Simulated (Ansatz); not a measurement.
# HfSiO4 (Hafnon): the cost of one run

Computed with the Python package of Ansatz 0.2.0. Level of theory: DFT LDA, plane waves, PAW.

## Step 1: The system

The structure is tetragonal, space group I4_1/amd (No. 141). The conventional cell has a = 6.572 Å, b = 6.572 Å, c = 5.963 Å, α = 90.00°, β = 90.00°, γ = 90.00°. Hf (site symmetry -4m2) is surrounded by 8 O at 2.11 to 2.26 Å. Si (site symmetry -4m2) has 4 O at 1.62 Å in its first shell of neighbours. O (site symmetry m) is surrounded by 1 Si at 1.62 Å and 2 Hf at 2.11 to 2.26 Å.

No structure file is read: the coordinates are typed or built in the script.

## Step 2: The script

Contents of hfsio4_relax.py:

```python
from pathlib import Path

import ansatz as az
from ase import Atoms
from ase.data import atomic_numbers
from ase.neighborlist import neighbor_list
import numpy as np
from pymatgen.core import Structure
from pymatgen.symmetry.analyzer import SpacegroupAnalyzer
import spglib


def main() -> None:
    lattice = az.Lattice.of(
        [-3.28625, 3.28625, 2.9816],
        [3.28625, -3.28625, 2.9816],
        [3.28625, 3.28625, -2.9816],
    )
    sites = [
        ("Hf", [0.75, 0.25, 0.5]),
        ("Hf", [0.0, 0.0, 0.0]),
        ("Si", [0.25, 0.75, 0.5]),
        ("Si", [0.5, 0.5, 0.0]),
        ("O", [0.1353, 0.3198, 0.8155]),
        ("O", [0.0698, 0.7543, 0.6845]),
        ("O", [0.5043, 0.3198, 0.1845]),
        ("O", [0.0698, 0.3853, 0.3155]),
        ("O", [0.6147, 0.9302, 0.6845]),
        ("O", [0.6802, 0.8647, 0.1845]),
        ("O", [0.2457, 0.9302, 0.3155]),
        ("O", [0.6802, 0.4957, 0.8155]),
    ]
    hfsio4 = az.Crystal(lattice=lattice)
    for symbol, position in sites:
        hfsio4 = hfsio4.atom(symbol, position)

    base = hfsio4.move(7, to=[0.0698, 0.39290746, 0.32310746]).calculation()
    base = base.kpoints(4, 4, 4)
    base = base.basis(450).occupations("Fixed")
    base = base.functional("LDA")
    base = base.pseudopotentials("paw").relax(force_tolerance=0.03)
    base = base.density()
    base = base.electron_localization_function()
    base = base.output_files(volumetric_format="npy")
    steps = []


    def collect(event):
        if event["event"] == "relax_step":
            steps.append(event["data"])


    result = base.session().plan().execute(on_event=collect)
    summary = result.report
    print("step   energy (eV)     max comp. (eV/A)  SCF")
    for s in steps:
        print(f"{s['step']:4d} {s['lagrangian_ev']:15.5f} {s['allowed_force_max_ev_ang']:12.4f} {s['n_scf']:5d}")

    first, last = steps[0], steps[-1]
    symbols = [site.symbol for site in result.lattice.sites]
    print(f"energy gained {first['lagrangian_ev'] - last['lagrangian_ev']:.4f} eV in {len(steps) - 1} steps")

    print("atom   start x y z (A)              end x y z (A)")
    for symbol, a, b in zip(symbols, first["positions_ang"], last["positions_ang"]):
        print(f"{symbol:3s}", " ".join(f"{v:8.4f}" for v in a), "  ", " ".join(f"{v:8.4f}" for v in b))

    final = Atoms(symbols, positions=last["positions_ang"], cell=result.lattice.cell_ang, pbc=True)
    i, j, d = neighbor_list("ijd", final, 4.5)
    print("neighbours within 1.15 times the shortest distance of each atom (A)")
    for atom in range(len(final)):
        near = [m for m in np.argsort(d) if i[m] == atom]
        shell = [m for m in near if d[m] < 1.15 * d[near[0]]]
        print(f"{symbols[atom]}{atom} ({len(shell)}):", ", ".join(f"{symbols[j[m]]} {d[m]:.3f}" for m in shell))

    fractions = [site.position_frac for site in result.lattice.sites]
    numbers = [atomic_numbers[s] for s in symbols]
    for tolerance in (1e-3, 1e-2, 1e-1):
        print(f"space group at {tolerance} A:", spglib.get_spacegroup((result.lattice.cell_ang, fractions, numbers), symprec=tolerance))

    print(f"free energy      {summary['free_energy_ev']:.5f} eV")
    print(f"per atom         {summary['free_energy_ev'] / len(result.lattice.sites):.5f} eV")
    print(f"SCF iterations   {summary['n_iterations']}  (converged: {summary['converged']})")

    folder = Path(result.write_results("elf"))
    elf = np.load(folder / "elf.npy")
    peak = np.unravel_index(elf.argmax(), elf.shape)
    print(f"largest ELF {elf.max():.3f} at grid fractions", np.round(np.array(peak) / elf.shape, 3))
    for level in (0.2, 0.5, 0.7, 0.8, 0.9):
        print(f"share of the cell with ELF over {level}: {np.mean(elf > level):.3f}")

    final = Structure(result.lattice.cell_ang, [s.symbol for s in result.lattice.sites], [s.position_frac for s in result.lattice.sites])
    analyser = SpacegroupAnalyzer(final, symprec=0.01)
    standard = analyser.get_conventional_standard_structure()
    print(analyser.get_crystal_system(), analyser.get_space_group_symbol(), len(standard), "atoms in the conventional cell")
    print("a b c (A):", [round(x, 4) for x in standard.lattice.abc], " angles:", [round(x, 2) for x in standard.lattice.angles])
    print(f"mass density {float(final.density):.3f} g/cm^3")


if __name__ == "__main__":
    main()
```

## Step 3: The input behind the calls

The engine receives this input:

```yaml
crystal:
  lattice:
    - [-3.28625, 3.28625, 2.9816]
    - [3.28625, -3.28625, 2.9816]
    - [3.28625, 3.28625, -2.9816]
  atoms:
    - { symbol: Hf, position: [0.75, 0.25, 0.5] }
    - { symbol: Hf, position: [0.0, 0.0, 0.0] }
    - { symbol: Si, position: [0.25, 0.75, 0.5] }
    - { symbol: Si, position: [0.5, 0.5, 0.0] }
    - { symbol: O, position: [0.1353, 0.3198, 0.8155] }
    - { symbol: O, position: [0.0698, 0.7543, 0.6845] }
    - { symbol: O, position: [0.5043, 0.3198, 0.1845] }
    - { symbol: O, position: [0.0698, 0.39290746, 0.32310746] }
    - { symbol: O, position: [0.6147, 0.9302, 0.6845] }
    - { symbol: O, position: [0.6802, 0.8647, 0.1845] }
    - { symbol: O, position: [0.2457, 0.9302, 0.3155] }
    - { symbol: O, position: [0.6802, 0.4957, 0.8155] }
basis:
  ecutwfc: 450.0
kpoints:
  mp_grid:
    grid: [4, 4, 4]
hamiltonian:
  xc: lda
  pseudopotentials:
    kind: paw
scf:
  occupations:
    method: fixed
relax:
  f_tol: 0.03
output:
  write_density: true
  volumetric_format: npy
  elf: true
```

## Step 4: Launch

The run is started by

```bash
> python hfsio4_relax.py
```

**Question.** How long does this script take on 1 thread of Arm Neoverse V1, shared host, and how much memory does it need?

About 70 s, with a peak of 0.62 GiB.
